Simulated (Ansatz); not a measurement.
# CH7NSi2: shift of H7 from Si3 to N2, part 3 of 3

Aim: the minimum-energy path and barrier of the shift of H7 from Si3 to N2. The ends are relaxed first, then joined by a nudged elastic band. SMILES of the start: C=N[SiH2][SiH3].

Ansatz 0.2.0; UKS PBE-D4/def2-SVP. Earlier steps stand in the parts before.

## Step 12: Dynamics from the top

It starts at the highest inner image of the first converged band: 200 steps of 0.5 fs at constant energy, with velocities drawn for 100 K.

input.yaml reads:

```yaml
crystal:
  periodic: [false, false, false]
  atoms:
    - { symbol: C, position_ang: [-0.947044, 2.126008, 0.508715] }
    - { symbol: "N", position_ang: [-0.699567, 0.893487, 0.200795] }
    - { symbol: Si, position_ang: [-0.003623, -0.603877, 0.886019] }
    - { symbol: Si, position_ang: [0.952293, -1.625145, -0.997102] }
    - { symbol: H, position_ang: [-0.418557, 2.64803, 1.335671] }
    - { symbol: H, position_ang: [-1.712611, 2.699681, -0.049837] }
    - { symbol: H, position_ang: [-1.53907, -0.164226, 0.333953] }
    - { symbol: H, position_ang: [0.973534, -0.427128, 2.046816] }
    - { symbol: H, position_ang: [-0.093063, -1.738326, -2.07337] }
    - { symbol: H, position_ang: [2.129895, -0.858082, -1.544186] }
    - { symbol: H, position_ang: [1.423212, -3.007423, -0.626974] }
magnetization:
  spin_polarized: true
basis:
  gaussian: { orbitals: def2-SVP }
hamiltonian:
  xc: pbe
  dispersion: d4
md:
  timestep: 0.5
  n_steps: 200
  ensemble: nve
  temperature: 100.0
  initial_velocities: maxwell_boltzmann
  seed: 10617
```

Launch:

```bash
ansatz run input.yaml --threads 2 --pin off --max-ram 3072MiB --backend cpu --events-out ev --progress --plain --runs-dir out
```

Log (excerpt; [...] marks lines left out):

```text
Warning: RAYON_NUM_THREADS=2 ignored (pool sized by the plan → 2); use --threads N
[...]
Functional definition: PBE
[...]
1128 factors; their error is unknown
[...]
mean field -18374.79860165 eV, -675.2613937249 hartree, gradient 6.8e-5 eV, S^2 0.000000; 0 other end points of the search recorded, 0 dependent functions left out
[...]
reference -18374.79864005 eV, -675.2613951358 hartree; 24, 24 occupied and 75, 75 virtual orbitals, 1128 factors
[...]
md step    45: t =    22.50 fs  T =  1709.9 K  F+E_penalty+E_count = -18376.90106777 eV  E_kin = 1.989213 eV  conserved = -18374.91185501 eV  (31 SCF iters, 3 dispersion substeps)
[...]
md step    60: t =    30.00 fs  T =   634.4 K  F+E_penalty+E_count = -18375.64717318 eV  E_kin = 0.737992 eV  conserved = -18374.90918073 eV  (34 SCF iters, 3 dispersion substeps)
md step    61: t =    30.50 fs  T =   588.3 K  F+E_penalty+E_count = -18375.59353118 eV  E_kin = 0.684400 eV  conserved = -18374.90913140 eV  (34 SCF iters, 3 dispersion substeps)
```

## Step 13: The output, continued: dynamics from the highest image of the converged band

Output, continued (excerpt; [...] marks lines left out):

```text
md step    62: t =    31.00 fs  T =   553.5 K  F+E_penalty+E_count = -18375.55300135 eV  E_kin = 0.643891 eV  conserved = -18374.90910991 eV  (33 SCF iters, 3 dispersion substeps)
[...]
md step    81: t =    40.50 fs  T =   862.3 K  F+E_penalty+E_count = -18375.91185036 eV  E_kin = 1.003091 eV  conserved = -18374.90875910 eV  (33 SCF iters, 3 dispersion substeps)
[...]
md step   119: t =    59.50 fs  T =   579.8 K  F+E_penalty+E_count = -18375.58300992 eV  E_kin = 0.674488 eV  conserved = -18374.90852238 eV  (33 SCF iters, 3 dispersion substeps)
[...]
md step   138: t =    69.00 fs  T =   556.2 K  F+E_penalty+E_count = -18375.55638990 eV  E_kin = 0.646999 eV  conserved = -18374.90939050 eV  (34 SCF iters, 3 dispersion substeps)
md step   139: t =    69.50 fs  T =   565.8 K  F+E_penalty+E_count = -18375.56759680 eV  E_kin = 0.658197 eV  conserved = -18374.90939991 eV  (34 SCF iters, 3 dispersion substeps)
```

## Step 14: The log goes on: dynamics from the highest image of the converged band

The log, continued (excerpt; [...] marks lines left out):

```text
md step   140: t =    70.00 fs  T =   582.9 K  F+E_penalty+E_count = -18375.58757394 eV  E_kin = 0.678163 eV  conserved = -18374.90941047 eV  (35 SCF iters, 3 dispersion substeps)
[...]
md step   155: t =    77.50 fs  T =  1080.5 K  F+E_penalty+E_count = -18376.16558549 eV  E_kin = 1.256955 eV  conserved = -18374.90863097 eV  (31 SCF iters, 3 dispersion substeps)
[...]
Atom 7 at     1.002039    -0.245446     1.991655 Å, force    -0.620973    -0.576290    -0.361980 eV/Å
Atom 8 at    -0.154991    -1.857739    -2.011725 Å, force     0.069672    -0.040342     0.145817 eV/Å
Atom 9 at     2.006417    -0.815833    -1.564695 Å, force    -0.076314     0.103449     0.181335 eV/Å
Atom 10 at     1.506610    -2.956453    -0.518234 Å, force    -0.096103     0.038954    -0.162043 eV/Å
Dipole moment:    -0.027071    -0.132206     0.240253 e Å
```

It took 7.3 min on 2 threads of Arm Neoverse V2, shared host; peak memory 0.17 GiB.

## Step 15: Frames and traces

The trajectory, every 11 steps (energies from step 0):

```
time (fs)  T (K)  potential energy change (meV/atom)  total energy change (meV/atom)  H7–Si3 (Å)  H7–N2 (Å)
      0.0    100                                 0.0                            0.00        1.69       1.36
      5.5     47                                 5.7                            0.02        1.64       1.33
     11.0     90                                 1.1                            0.03        1.67       1.44
     16.5    622                               -55.1                            0.06        1.61       1.76
     22.0   1695                              -168.9                           -0.19        1.58       2.47
     27.5   1005                               -95.7                            0.00        1.79       3.18
     33.0    525                               -44.9                            0.04        1.76       3.38
     38.5    759                               -69.8                           -0.06        1.40       3.10
     44.0   1264                              -123.3                           -0.21        1.58       3.14
     49.5    666                               -59.8                            0.04        1.84       3.13
     55.0    867                               -81.2                           -0.18        1.56       2.64
     60.5    723                               -66.0                           -0.13        1.40       2.33
     66.0    651                               -58.3                            0.00        1.78       2.66
     71.5    681                               -61.4                            0.01        1.72       2.80
     77.0   1032                               -98.5                            0.09        1.37       2.75
     82.5   1324                              -129.6                           -0.10        1.65       3.13
     88.0    712                               -64.7                            0.03        1.72       3.22
     93.5    668                               -60.0                            0.05        1.37       2.84
     99.0   1091                              -104.9                           -0.12        1.61       2.76
    100.0   1035                               -98.9                           -0.05        1.68       2.77
```

time (fs), T (K) and a bar:
```
      0.0        100 #
      4.5         52 
      8.5         50 
     13.0        169 ##
     17.5        843 ###############
     21.5       1658 ##############################
     26.0       1291 #######################
     30.5        588 ##########
     35.0        638 ###########
     39.0        753 #############
     43.5       1277 #######################
     48.0        788 ##############
     52.0        677 ############
     56.5        796 ##############
     61.0        793 ##############
     65.0        727 #############
     69.5        566 ##########
     74.0        925 ################
     78.5       1237 ######################
     82.5       1324 ########################
     87.0        755 #############
     91.5        758 #############
     95.5        801 ##############
    100.0       1035 ##################
```

The last frame stands with the bonds of end A.

## Step 16: Summary of results

This closing draws on all 3 parts.

```
                         quantity                               value
                            end A            16 moves, 0.517 eV lower
                            end B            13 moves, 1.814 eV lower
                 barrier forwards                             2.15 eV
                barrier backwards                             1.53 eV
     second end relative to first                           +0.619 eV
                    highest image               5 of 0 to 8, climbing
                  band iterations                                  15
       imaginary modes at the top                          1375i cm⁻¹
trajectory at 300 K, after 100 fs  with the bonds of end A, at 1020 K
trajectory at 100 K, after 100 fs  with the bonds of end A, at 1035 K
```

In words: The top lies 2.15 eV above the first end, or 83 kT at room temperature; with a typical attempt rate of 10^13 per second that is roughly 10^-23 events a second. Going back costs 1.53 eV, since the second end is 0.62 eV above the first. By distance, end A alone has Si3–H7 and end B alone has N2–H7. One imaginary mode, as a first-order saddle point has. Zero-point energy and entropy are left out. Tunnelling, which matters where hydrogen moves, is missing too. Semilocal functionals tend to give barriers that are too low.
